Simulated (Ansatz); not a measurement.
**Ta2N: equal strain of all cell vectors**

The task here is to estimate one member of a computed series from the others.

Program: Ansatz 0.2.0. Level of theory: DFT r2SCAN, scalar-relativistic, plane waves, PAW. These are calculated values, not measurements.

3 further runs of the same task are left out: 3 set aside as unsound or not needed.

## The structure to begin with

It takes space group P-31m (No. 162, trigonal). Conventional cell: a = 5.291 Å, b = 5.291 Å, c = 4.930 Å, α = 90.00°, β = 90.00°, γ = 120.00°. Ta (site symmetry m) has 3 N at 2.14 to 2.16 Å as nearest neighbours. N (site symmetry 32) has 6 Ta at 2.16 Å as nearest neighbours. N (site symmetry -3m) has 6 Ta at 2.14 Å as nearest neighbours.

Coordinates:

```xyz
9
Lattice="5.2909 0.0000 0.0000 -2.6455 4.5821 0.0000 0.0000 0.0000 4.9303" Properties=species:S:1:pos:R:3 pbc="T T T"
Ta    1.7639    3.0551    3.7142
Ta   -0.8816    1.5270    3.7142
Ta    1.7632    0.0000    3.7142
Ta    0.8816    1.5270    1.2161
Ta   -1.7639    3.0551    1.2161
Ta    3.5277    0.0000    1.2161
N     2.6455    1.5274    2.4652
N     0.0000    3.0547    2.4652
N     0.0000    0.0000    0.0000
```

It goes back to an entry of the Materials Project, which need not be the stable form.

It is the result of an earlier relaxation at this level (volume 13.28 Å³/atom; gap on the mesh: none (metal)).

The first run:

input.yaml reads:

```yaml
crystal:
  lattice:
    - [5.2909230929, 0.0, 0.0]
    - [-2.6454615465, 4.5820738079, 0.0]
    - [0.0, 0.0, 4.9303224594]
  atoms:
    - { symbol: Ta, position: [0.6667482994, 0.6667482994, 0.7533371952] }
    - { symbol: Ta, position: [0.0, 0.3332517006, 0.7533371952] }
    - { symbol: Ta, position: [0.3332517006, 0.0, 0.7533371952] }
    - { symbol: Ta, position: [0.3332517006, 0.3332517006, 0.2466628048] }
    - { symbol: Ta, position: [0.0, 0.6667482994, 0.2466628048] }
    - { symbol: Ta, position: [0.6667482994, 0.0, 0.2466628048] }
    - { symbol: "N", position: [0.6666666667, 0.3333333333, 0.5] }
    - { symbol: "N", position: [0.3333333333, 0.6666666667, 0.5] }
    - { symbol: "N", position: [0.0, 0.0, 0.0] }
basis:
  ecutwfc: 500
kpoints:
  mp_grid: { grid: [12, 12, 8] }
hamiltonian:
  xc: r2scan
scf:
  occupations: { method: gaussian, width: 0.1 }
output:
  forces: true
  stress: true
  eigenvalues: true
```

Launch:

```console
$ ansatz run input.yaml --threads 2 --pin off --max-ram 5120MiB --backend cpu --events-out ev --progress --plain --runs-dir out
```

Among the steps run: The unstrained reference; At -1.0 %; Strain +1.0 %; At -2.0 %; The cell strained by +2.0 %.

One of the session's tables, all rows but one given; the rest of the session is left out.

It belongs to the step «Energy and stress against strain (a metal throughout)». Lengths are those of the vectors of the cell that was run; stresses in GPa:

| strain (%) | ΔE (meV/atom) | a (Å) | b (Å) | c (Å) |
| --- | --- | --- | --- | --- |
| -2.0 | 47.9 | 5.185 | 5.185 | 4.832 |
| -1.0 | ? | ? | ? | ? |
| +0.0 | 0.0 | 5.291 | 5.291 | 4.930 |
| +1.0 | 10.9 | 5.344 | 5.344 | 4.980 |
| +2.0 | 42.2 | 5.397 | 5.397 | 5.029 |

Q: Estimate the row for strain (%) = -1.0 from the others.

Worked estimate for «ΔE (meV/atom)». A straight line through the neighbours (-2.0, 47.9) and (0.0, 0.0) gives 47.9 + (0.0 − 47.9) × (-1.0 + 2.0) / (0.0 + 2.0) = 23.9; a parabola fitted to 3 rows on both sides gives 12.3.

As computed: ΔE (meV/atom): 11.6; a (Å): 5.238; b (Å): 5.238; c (Å): 4.881. In «ΔE (meV/atom)» the line misses by +12.3 and the parabola by +0.7.

ΔE is over the unstrained cell. Stress in GPa, positive in compression, on the Cartesian axes of the input. 

Caveats from the session: Spin polarisation is off in the runs that give these values; a magnetic solution could lie lower. Warnings in the runs' records: stress scf threshold loose.
